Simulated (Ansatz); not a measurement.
**C2H6BClO: a ladder of functionals and wavefunction methods**

Aim: compute C2H6BClO with functionals from several rungs and with coupled cluster. The yardstick is the atomisation energy at the CCSD(T) limit.

Method: functionals in def2-TZVPP, the program's frozen cores in correlated methods; program: Ansatz 0.2.0, Gaussian basis.

The runs, in order: LDA (SPW92), PBE-D4, revPBE-D4, BLYP-D4, r2SCAN-D4, B97M-V, PBE0-D4, B3LYP-D4, r2SCANh-D4, r2SCAN0-D4, HSE06-D4, BHLYP-D4, CAM-B3LYP-D4, LC-ωPBE, ωB97X-V, ωB97M-V, B2PLYP, PBE-QIDH; CCSD(T)/def2-SVP; CCSD(T)/def2-TZVPP; MP2/def2-QZVPP; extrapolation to the limit; RPA on PBE.

## Step 1: The geometry

All runs share one geometry, relaxed beforehand with PBE0-D4 in a triple-zeta def2 set.

11 atoms, charge 0, spin multiplicity 1.

Atoms are counted from 1 here; the program's logs count them from 0.

Bond lengths: C1–O2 1.411 Å, C1–H6 1.091 Å, C1–H7 1.092 Å, C1–H8 1.091 Å, O2–B3 1.341 Å, B3–C4 1.564 Å, B3–Cl5 1.779 Å, C4–H9 1.091 Å, C4–H10 1.092 Å, C4–H11 1.095 Å. Angles: O2–C1–H6 108.3°, O2–C1–H7 108.9°, O2–C1–H8 112.5°, H6–C1–H7 108.8°, H6–C1–H8 109.2°, H7–C1–H8 109.1°, C1–O2–B3 125.5°, O2–B3–C4 127.7°, O2–B3–Cl5 114.2°, C4–B3–Cl5 118.0°, B3–C4–H9 115.1°, B3–C4–H10 110.3°, B3–C4–H11 108.9°, H9–C4–H10 108.6°, H9–C4–H11 107.7°, H10–C4–H11 106.0°.

## Step 2: LDA

This LDA is Slater exchange with PW92 correlation.

The input, in.yaml:

```yaml
crystal:
  periodic: [false, false, false]
  atoms:
    - {symbol: C, position_ang: [-1.359285, 0.599033, 0.812204]}
    - {symbol: O, position_ang: [-0.496619, 1.102046, -0.184103]}
    - {symbol: B, position_ang: [0.556645, 0.452570, -0.701531]}
    - {symbol: C, position_ang: [1.075244, -0.976383, -0.333587]}
    - {symbol: Cl, position_ang: [1.418061, 1.353740, -1.970240]}
    - {symbol: H, position_ang: [-1.441655, 1.345372, 1.603753]}
    - {symbol: H, position_ang: [-2.347498, 0.438992, 0.376430]}
    - {symbol: H, position_ang: [-1.001008, -0.339174, 1.239717]}
    - {symbol: H, position_ang: [0.644210, -1.405278, 0.572040]}
    - {symbol: H, position_ang: [2.162638, -0.969916, -0.231800]}
    - {symbol: H, position_ang: [0.854465, -1.658003, -1.162181]}
basis:
  gaussian: {orbitals: def2-TZVPP}
hamiltonian: {xc: lda}
output: {orbitals: {seedname: orbitals}}
```

After this run come: PBE-D4 (GGA); revPBE-D4 (GGA); BLYP-D4 (GGA); r2SCAN-D4 (meta-GGA); B97M-V (meta-GGA); PBE0-D4 (hybrid); B3LYP-D4 (hybrid); r2SCANh-D4 (hybrid); r2SCAN0-D4 (hybrid); HSE06-D4 (hybrid); BHLYP-D4 (hybrid); CAM-B3LYP-D4 (range-separated); LC-ωPBE-D4 (range-separated); ωB97X-V (range-separated); ωB97M-V (range-separated); B2PLYP (double hybrid); PBE-QIDH (double hybrid); CCSD(T) in def2-SVP; CCSD(T) in def2-TZVPP; MP2 in def2-QZVPP; RPA on PBE orbitals.

Before running them: what should the planned runs give, taken together? Wanted: atomisation energy, CCSD(T)/CBS; farthest beyond LDA; mean size of error, GGA; mean size of error, meta-GGA; mean size of error, hybrid; mean size of error, range-separated; mean size of error, double hybrid; gap, smallest and largest; T1 diagnostic.

The runs gave:

| quantity | value |
| --- | --- |
| atomisation energy, CCSD(T)/CBS | 4340.5 kJ/mol |
| functionals within 21.7 kJ/mol (0.5 %) | revPBE-D4, BLYP-D4, B3LYP-D4, r2SCANh-D4, LC-ωPBE, ωB97X-V, PBE-QIDH |
| farthest beyond LDA | BHLYP-D4 (-102.5 kJ/mol) |
| mean size of error, GGA | 37.5 kJ/mol |
| mean size of error, meta-GGA | 34.5 kJ/mol |
| mean size of error, hybrid | 35.8 kJ/mol |
| mean size of error, range-separated | 19.5 kJ/mol |
| mean size of error, double hybrid | 15.8 kJ/mol |
| gap, smallest and largest | 6.22 eV (LDA (SPW92)), 13.96 eV (LC-ωPBE) |
| T1 diagnostic | 0.0116 |
| triples share of the correlation energy | 3.8 % |

**Reading.** The LDA atomisation energy is off by 626.2 kJ/mol (14 %): it overbinds. PBE-D4 misses by +100.4 kJ/mol. Double hybrids carry the basis error of their MP2 part in triple zeta, and no dispersion term here, so their miss is partly the set-up's. The rungs double hybrid, range-separated miss on average by less than the doubt on the reference (21.7 kJ/mol), so they tie. Misses under about 21.7 kJ/mol are within the doubt on the reference itself, which lacks core-valence correlation, relativity and higher excitations. Hartree-Fock recovers 76 % of the binding; the rest is correlation. CCSD(T) in def2-SVP is off by -173.7 kJ/mol, so the small basis spoils what the method gains. Orbital gaps span 6.2 to 14.0 eV; exact exchange widens them.
